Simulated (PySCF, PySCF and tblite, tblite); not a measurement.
# C9H13N: conformers and averaged spectra

Which conformers does C9H13N (`CCc1cccc(C)c1N`) populate, and what do their averaged NMR parameters look like?

Programs: PySCF 2.14.0 with density-fitted response routines of our own, and tblite 0.8.0. All values are computed, except where a source is named. Atoms count from 0 throughout.

## 1. The starting structure

23 atoms, charge 0, multiplicity 1; geometry from: MMFF94s geometry.

Bonds of the start (Å): C0–C1 1.52, C0–H10 1.09, C0–H11 1.10, C0–H12 1.10, C1–C2 1.53, C1–H13 1.09, C1–H14 1.10, C2–C3 1.41, C2–C8 1.41, C3–C4 1.39, C3–H15 1.08, C4–C5 1.39, C4–H16 1.09, C5–C6 1.40, C5–H17 1.09, C6–C7 1.51, C6–C8 1.41, C7–H18 1.09, C7–H19 1.09, C7–H20 1.10, C8–N9 1.39, N9–H21 1.01, N9–H22 1.01.

## 2. GFN2-xTB relaxation, conformer 1

Job settings and geometry (Å):

```
{"job": {"xc": "GFN2-xTB", "basis": "xTB", "kind": "relax"}, "charge": 0, "multiplicity": 1}
C     -2.876400    -0.617300     0.155900
C     -2.014400     0.032300    -0.919200
C     -0.656400     0.451000    -0.356500
C     -0.522100     1.799800     0.042600
C      0.684800     2.254600     0.568500
C      1.763100     1.389500     0.661300
C      1.652900     0.050600     0.264000
C      2.865200    -0.839300     0.397100
C      0.425800    -0.442000    -0.224900
N      0.306500    -1.760800    -0.643300
H     -2.423100    -1.516000     0.570800
H     -3.075500     0.075200     0.986100
H     -3.856700    -0.898600    -0.260200
H     -1.870900    -0.655100    -1.759300
H     -2.535300     0.907600    -1.323000
H     -1.360500     2.484200    -0.017900
H      0.786000     3.296100     0.874600
H      2.708400     1.763300     1.054700
H      3.728100    -0.293600     0.778100
H      3.137400    -1.252400    -0.578700
H      2.651800    -1.655900     1.095100
H     -0.589700    -2.141200    -0.893600
H      1.066300    -2.405100    -0.462000
```

Launch:

```
$ OMP_NUM_THREADS=1 python ens_run.py task.json out
```

One launch serves the whole session.

The log of the run:

```text
step      E/eV     max force
  0    -784.06650    1.091
  1    -784.10604    0.502
  2    -784.12330    0.335
  3    -784.14044    0.191
  4    -784.14441    0.173
  5    -784.14990    0.195
  6    -784.15483    0.225
  7    -784.15954    0.209
  8    -784.16219    0.169
  9    -784.16444    0.133
 10    -784.16738    0.170
 11    -784.17096    0.195
 12    -784.17420    0.123
 13    -784.17611    0.072
 14    -784.17679    0.051
 15    -784.17728    0.051
 16    -784.17782    0.047
 17    -784.17832    0.049
 18    -784.17875    0.061
 19    -784.17916    0.049
 20    -784.17960    0.052
 21    -784.18005    0.048
 22    -784.18040    0.041
 23    -784.18066    0.034
 24    -784.18066    0.034
 25    -784.18077    0.023
 26    -784.18096    0.025
 27    -784.18102    0.021
 28    -784.18116    0.020
 29    -784.18127    0.027
 30    -784.18139    0.028
 31    -784.18150    0.025
 32    -784.18158    0.023
 33    -784.18167    0.023
 34    -784.18176    0.024
 35    -784.18185    0.019
 36    -784.18191    0.014
 37    -784.18196    0.013
 38    -784.18200    0.015
 39    -784.18207    0.021
 40    -784.18215    0.022
 41    -784.18223    0.024
 42    -784.18228    0.017
 43    -784.18233    0.017
 44    -784.18236    0.012
 45    -784.18238    0.010
 46    -784.18240    0.008
 47    -784.18241    0.010
 48    -784.18242    0.009
 49    -784.18243    0.006
 50    -784.18244    0.005
 51    -784.18245    0.006
 52    -784.18246    0.009
 53    -784.18247    0.009
 54    -784.18247    0.005
 55    -784.18248    0.005
 56    -784.18249    0.007
 57    -784.18250    0.007
 58    -784.18251    0.007
 59    -784.18252    0.006
 60    -784.18253    0.006
 61    -784.18253    0.005
 62    -784.18254    0.005
 63    -784.18254    0.004
```

Wall time 0.42 s (1 thread of Arm Neoverse V2, shared host).

The energy fell by 0.116 eV, and the atoms moved 0.06 Å (root mean square).

**GFN2-xTB relaxation, conformer 2**

Job settings and geometry (Å):

```
{"job": {"xc": "GFN2-xTB", "basis": "xTB", "kind": "relax"}, "charge": 0, "multiplicity": 1}
C     -3.236100     0.077300     0.496800
C     -1.929100    -0.678200     0.484300
C     -0.666400     0.065700     0.069700
C     -0.739600     1.422600    -0.344800
C      0.406400     2.105700    -0.710400
C      1.635900     1.468600    -0.701600
C      1.743800     0.130500    -0.307700
C      3.110700    -0.510500    -0.286000
C      0.585900    -0.591800     0.065700
N      0.682900    -1.912300     0.491100
H     -3.503800     0.438800    -0.505700
H     -4.058600    -0.580100     0.833000
H     -3.214400     0.938300     1.188700
H     -1.758500    -1.062100     1.508500
H     -2.048700    -1.538400    -0.168800
H     -1.684900     1.954300    -0.345100
H      0.338600     3.151000    -1.021000
H      2.526100     2.021300    -0.991800
H      3.348800    -0.863400     0.723200
H      3.892700     0.191300    -0.583800
H      3.130800    -1.349700    -0.986300
H      1.564700    -2.399400     0.415100
H     -0.131900    -2.452600     0.686700
```

The log of the run:

```text
step      E/eV     max force
  0    -783.99369    1.294
  1    -784.04394    0.477
  2    -784.06002    0.284
  3    -784.07585    0.262
  4    -784.08359    0.208
  5    -784.08948    0.193
  6    -784.09614    0.253
  7    -784.10316    0.272
  8    -784.10834    0.227
  9    -784.11191    0.167
 10    -784.11600    0.208
 11    -784.12132    0.253
 12    -784.12648    0.214
 13    -784.12992    0.119
 14    -784.13107    0.066
 15    -784.13155    0.054
 16    -784.13205    0.053
 17    -784.13260    0.059
 18    -784.13311    0.046
 19    -784.13356    0.055
 20    -784.13400    0.045
 21    -784.13436    0.048
 22    -784.13461    0.042
 23    -784.13479    0.033
 24    -784.13479    0.033
 25    -784.13488    0.024
 26    -784.13503    0.021
 27    -784.13508    0.019
 28    -784.13519    0.023
 29    -784.13527    0.023
 30    -784.13537    0.021
 31    -784.13545    0.020
 32    -784.13553    0.021
 33    -784.13563    0.029
 34    -784.13576    0.029
 35    -784.13588    0.027
 36    -784.13596    0.022
 37    -784.13602    0.017
 38    -784.13608    0.020
 39    -784.13617    0.020
 40    -784.13626    0.019
 41    -784.13633    0.016
 42    -784.13640    0.018
 43    -784.13646    0.019
 44    -784.13651    0.018
 45    -784.13655    0.014
 46    -784.13658    0.012
 47    -784.13661    0.015
 48    -784.13664    0.013
 49    -784.13665    0.011
 50    -784.13667    0.011
 51    -784.13668    0.008
 52    -784.13669    0.010
 53    -784.13670    0.008
 54    -784.13671    0.006
 55    -784.13672    0.006
 56    -784.13673    0.007
 57    -784.13674    0.007
 58    -784.13675    0.007
 59    -784.13676    0.006
 60    -784.13677    0.006
 61    -784.13678    0.005
 62    -784.13678    0.004
 63    -784.13679    0.005
 64    -784.13679    0.005
 65    -784.13680    0.006
 66    -784.13681    0.005
 67    -784.13681    0.005
 68    -784.13682    0.005
 69    -784.13683    0.008
 70    -784.13684    0.010
 71    -784.13685    0.008
 72    -784.13686    0.007
 73    -784.13687    0.006
 74    -784.13688    0.006
 75    -784.13688    0.005
 76    -784.13689    0.004
```

Wall time 0.47 s (1 thread of Arm Neoverse V2, shared host).

Relaxing gained 0.143 eV and moved the atoms by 0.07 Å on average (rms).

## 3. Shieldings, conformer 1: B97-2/pcSseg-1 in chloroform

Job settings and geometry (Å):

```
{"job": {"xc": "B97-2", "basis": "pcSseg-1", "solvent": "chloroform", "kind": "nmr", "pop": true}, "charge": 0, "multiplicity": 1}
C     -2.847347    -0.626457     0.155477
C     -1.984910     0.022568    -0.930848
C     -0.658209     0.479655    -0.380497
C     -0.517127     1.790889     0.045663
C      0.673240     2.248448     0.578091
C      1.747167     1.382430     0.676916
C      1.644236     0.066345     0.260446
C      2.825711    -0.855956     0.366857
C      0.427041    -0.399755    -0.260763
N      0.335839    -1.705105    -0.724469
H     -2.352131    -1.492731     0.590519
H     -3.035455     0.086144     0.955475
H     -3.802967    -0.946916    -0.254822
H     -1.835779    -0.674903    -1.758210
H     -2.519066     0.888000    -1.328064
H     -1.358312     2.463815    -0.044919
H      0.766469     3.272096     0.908101
H      2.684517     1.733699     1.084996
H      3.688936    -0.318403     0.750362
H      3.082392    -1.267907    -0.609100
H      2.618547    -1.686125     1.045489
H     -0.594054    -2.085255    -0.780460
H      1.006511    -2.347588    -0.336163
```

The log of the run:

```text
coarse grid: 18896 points
cycle   1  E = -405.2477701613  dE =  1.476e+00  |g| = 5.026e-01  |ddm| = 4.643e+00
cycle   2  E = -405.2461941047  dE =  1.576e-03  |g| = 5.278e-01  |ddm| = 1.084e+00
cycle   3  E = -405.3171195012  dE = -7.093e-02  |g| = 6.021e-02  |ddm| = 5.127e-01
cycle   4  E = -405.3176732395  dE = -5.537e-04  |g| = 3.787e-02  |ddm| = 9.656e-02
cycle   5  E = -405.3180554992  dE = -3.823e-04  |g| = 7.267e-03  |ddm| = 5.220e-02
cycle   6  E = -405.3180674686  dE = -1.197e-05  |g| = 2.608e-03  |ddm| = 9.138e-03
cycle   7  E = -405.3180690228  dE = -1.554e-06  |g| = 2.519e-04  |ddm| = 2.537e-03
final grid: 181704 points
cycle   8  E = -405.3608682312  dE = -9.970e-05  |g| = 2.136e-03  |ddm| = 7.391e-02
cycle   9  E = -405.3608684428  dE = -2.116e-07  |g| = 2.020e-03  |ddm| = 5.274e-03
cycle  10  E = -405.3608694165  dE = -9.737e-07  |g| = 4.677e-04  |ddm| = 2.043e-03
cycle  11  E = -405.3608694476  dE = -3.109e-08  |g| = 3.239e-04  |ddm| = 8.592e-04
cycle  12  E = -405.3608694761  dE = -2.853e-08  |g| = 3.728e-05  |ddm| = 3.848e-04
cycle  13  E = -405.3608694764  dE = -3.043e-10  |g| = 1.242e-05  |ddm| = 4.625e-05
converged SCF energy = -405.3608694764

GIAO shielding tensors (ppm)
atom      isotropic    diamagn.    paramagn.     s11        s22        s33       span
  0 C      168.508     247.262     -78.755    153.537    166.732    185.255     31.718
  1 C      156.806     246.702     -89.896    144.569    154.654    171.197     26.628
  2 C       57.247     262.358    -205.111    -17.698     20.778    168.662    186.360
  3 C       55.824     252.289    -196.465    -44.835     53.490    158.817    203.651
  4 C       67.193     256.191    -188.998    -35.089     62.021    174.646    209.735
  5 C       55.534     252.750    -197.216    -45.027     55.649    155.979    201.007
  6 C       63.226     262.694    -199.469    -19.098     38.679    170.096    189.195
  7 C      166.043     245.930     -79.887    154.040    158.993    185.096     31.056
  8 C       41.048     252.231    -211.183    -42.397     17.695    147.844    190.241
  9 N      196.036     322.057    -126.022    171.168    195.468    221.471     50.303
 10 H       30.678      31.613      -0.935     25.258     31.430     35.346     10.088
 11 H       30.775      30.453       0.322     26.256     29.810     36.258     10.002
 12 H       30.503      27.741       2.762     26.463     26.770     38.276     11.812
 13 H       29.131      32.221      -3.090     25.237     29.043     33.114      7.878
 14 H       29.215      31.193      -1.978     24.352     28.187     35.105     10.753
 15 H       24.554      33.921      -9.367     20.700     24.061     28.899      8.199
 16 H       24.931      31.476      -6.545     21.394     26.381     27.020      5.626
 17 H       24.515      32.891      -8.375     20.654     24.678     28.215      7.561
 18 H       29.440      28.814       0.626     24.112     28.761     35.446     11.334
 19 H       29.545      29.009       0.536     24.837     28.378     35.420     10.584
 20 H       29.544      29.681      -0.138     24.991     28.178     35.461     10.470
 21 H       27.928      35.101      -7.173     19.275     28.735     35.774     16.499
 22 H       28.029      34.342      -6.312     19.789     28.398     35.901     16.112
```

It took 41 s on 1 thread of Arm Neoverse V2, shared host; peak memory 1.3 GiB.

Key values: HOMO -5.55 eV, LUMO 0.14 eV; dipole 2.37 D.

## 4. Single-point energy, conformer 1: PBE0/def2-SVP in chloroform

Changed since step 3:

```diff
@@ -1,2 +1,2 @@
-{"job": {"xc": "B97-2", "basis": "pcSseg-1", "solvent": "chloroform", "kind": "nmr", "pop": true}, "charge": 0, "multiplicity": 1}
+{"job": {"xc": "PBE0", "basis": "def2-SVP", "solvent": "chloroform", "kind": "sp"}, "charge": 0, "multiplicity": 1}
 C     -2.847347    -0.626457     0.155477
```

The log of the run:

```text
coarse grid: 18896 points
cycle   1  E = -404.6671277481  dE =  1.467e+00  |g| = 4.614e-01  |ddm| = 5.446e+00
cycle   2  E = -404.6723605148  dE = -5.233e-03  |g| = 4.586e-01  |ddm| = 1.118e+00
cycle   3  E = -404.7269579599  dE = -5.460e-02  |g| = 5.888e-02  |ddm| = 5.350e-01
cycle   4  E = -404.7275103487  dE = -5.524e-04  |g| = 3.701e-02  |ddm| = 1.064e-01
cycle   5  E = -404.7278811588  dE = -3.708e-04  |g| = 6.471e-03  |ddm| = 5.173e-02
cycle   6  E = -404.7278911205  dE = -9.962e-06  |g| = 2.130e-03  |ddm| = 9.394e-03
final grid: 181704 points
cycle   7  E = -404.7842656307  dE = -5.373e-05  |g| = 9.803e-03  |ddm| = 6.812e-02
cycle   8  E = -404.7842613016  dE =  4.329e-06  |g| = 1.085e-02  |ddm| = 2.187e-02
cycle   9  E = -404.7842901036  dE = -2.880e-05  |g| = 1.270e-03  |ddm| = 1.154e-02
cycle  10  E = -404.7842905321  dE = -4.285e-07  |g| = 2.654e-04  |ddm| = 1.734e-03
cycle  11  E = -404.7842905483  dE = -1.620e-08  |g| = 1.121e-04  |ddm| = 3.730e-04
cycle  12  E = -404.7842905515  dE = -3.158e-09  |g| = 2.077e-05  |ddm| = 1.613e-04
cycle  13  E = -404.7842905516  dE = -1.029e-10  |g| = 5.949e-06  |ddm| = 3.748e-05
converged SCF energy = -404.7842905516
```

Run time: 16 s. Hardware: 1 thread of Arm Neoverse V2, shared host; peak memory 0.89 GiB.

Key values: HOMO -5.67 eV, LUMO 0.31 eV; dipole 2.46 D.

## 5. Shieldings, conformer 2: B97-2/pcSseg-1 in chloroform

Job settings and geometry (Å):

```
{"job": {"xc": "B97-2", "basis": "pcSseg-1", "solvent": "chloroform", "kind": "nmr", "pop": false}, "charge": 0, "multiplicity": 1}
C     -3.205076     0.084390     0.508506
C     -1.893505    -0.690952     0.514851
C     -0.675321     0.086114     0.073668
C     -0.745309     1.404595    -0.343867
C      0.390407     2.094024    -0.730843
C      1.619284     1.463358    -0.696467
C      1.729941     0.145400    -0.285970
C      3.074855    -0.524259    -0.246087
C      0.575844    -0.553409     0.095042
N      0.688239    -1.856375     0.565669
H     -3.453813     0.422070    -0.494948
H     -4.010486    -0.558576     0.858607
H     -3.148687     0.946848     1.168096
H     -1.712754    -1.063554     1.528632
H     -2.010643    -1.565110    -0.138435
H     -1.695894     1.912443    -0.370425
H      0.315259     3.121647    -1.053726
H      2.509083     2.000784    -0.992883
H      3.300397    -0.879279     0.759544
H      3.851023     0.175648    -0.544631
H      3.111966    -1.377307    -0.926999
H      1.522498    -2.340759     0.275616
H     -0.142063    -2.420756     0.487128
```

The log of the run:

```text
coarse grid: 18896 points
cycle   1  E = -405.2479674790  dE =  1.480e+00  |g| = 5.034e-01  |ddm| = 4.687e+00
cycle   2  E = -405.2452723407  dE =  2.695e-03  |g| = 5.326e-01  |ddm| = 1.102e+00
cycle   3  E = -405.3172507171  dE = -7.198e-02  |g| = 6.652e-02  |ddm| = 5.386e-01
cycle   4  E = -405.3180174548  dE = -7.667e-04  |g| = 3.819e-02  |ddm| = 1.062e-01
cycle   5  E = -405.3184096629  dE = -3.922e-04  |g| = 6.910e-03  |ddm| = 5.218e-02
cycle   6  E = -405.3184200716  dE = -1.041e-05  |g| = 2.615e-03  |ddm| = 8.423e-03
cycle   7  E = -405.3184215962  dE = -1.525e-06  |g| = 2.295e-04  |ddm| = 2.524e-03
final grid: 181704 points
cycle   8  E = -405.3605371728  dE = -1.030e-04  |g| = 2.434e-03  |ddm| = 8.254e-02
cycle   9  E = -405.3605372015  dE = -2.873e-08  |g| = 2.490e-03  |ddm| = 6.068e-03
cycle  10  E = -405.3605387002  dE = -1.499e-06  |g| = 4.835e-04  |ddm| = 2.532e-03
cycle  11  E = -405.3605387317  dE = -3.156e-08  |g| = 3.278e-04  |ddm| = 8.284e-04
cycle  12  E = -405.3605387593  dE = -2.760e-08  |g| = 4.633e-05  |ddm| = 3.584e-04
cycle  13  E = -405.3605387598  dE = -4.759e-10  |g| = 1.647e-05  |ddm| = 5.881e-05
converged SCF energy = -405.3605387598

GIAO shielding tensors (ppm)
atom      isotropic    diamagn.    paramagn.     s11        s22        s33       span
  0 C      173.143     246.046     -72.904    168.120    169.799    181.508     13.388
  1 C      160.351     248.243     -87.891    155.361    157.466    168.226     12.865
  2 C       59.519     263.575    -204.055    -16.513     26.917    168.154    184.668
  3 C       61.091     252.726    -191.636    -43.197     49.248    177.221    220.418
  4 C       67.538     255.883    -188.345    -35.621     63.048    175.187    210.809
  5 C       55.912     253.644    -197.732    -45.580     56.765    156.550    202.131
  6 C       64.088     263.185    -199.097    -17.961     40.281    169.944    187.905
  7 C      166.079     245.859     -79.780    153.780    159.308    185.149     31.369
  8 C       39.899     252.520    -212.621    -45.574     18.126    147.143    192.717
  9 N      195.282     320.972    -125.690    172.997    198.911    213.938     40.941
 10 H       30.278      30.256       0.022     25.942     28.500     36.392     10.451
 11 H       30.223      26.572       3.651     24.878     28.272     37.518     12.640
 12 H       30.338      30.248       0.090     26.008     28.575     36.430     10.422
 13 H       29.318      32.120      -2.802     23.068     30.717     34.170     11.102
 14 H       29.357      32.192      -2.836     23.159     30.496     34.415     11.257
 15 H       24.549      35.328     -10.779     19.635     23.732     30.280     10.645
 16 H       24.851      31.778      -6.927     21.022     26.279     27.252      6.230
 17 H       24.468      33.105      -8.637     20.496     24.634     28.274      7.778
 18 H       29.513      29.170       0.343     24.808     28.307     35.423     10.616
 19 H       29.415      28.737       0.678     24.006     28.823     35.416     11.410
 20 H       29.528      29.285       0.243     24.928     28.127     35.529     10.601
 21 H       28.049      33.913      -5.864     19.509     28.422     36.216     16.707
 22 H       28.011      34.858      -6.847     19.356     28.841     35.834     16.478
```

Run time: 39 s. Hardware: 1 thread of Arm Neoverse V2, shared host; peak memory 1.3 GiB.

Key values: HOMO -5.55 eV, LUMO 0.22 eV; dipole 2.41 D.

(Part 1 of 3 ends here.)
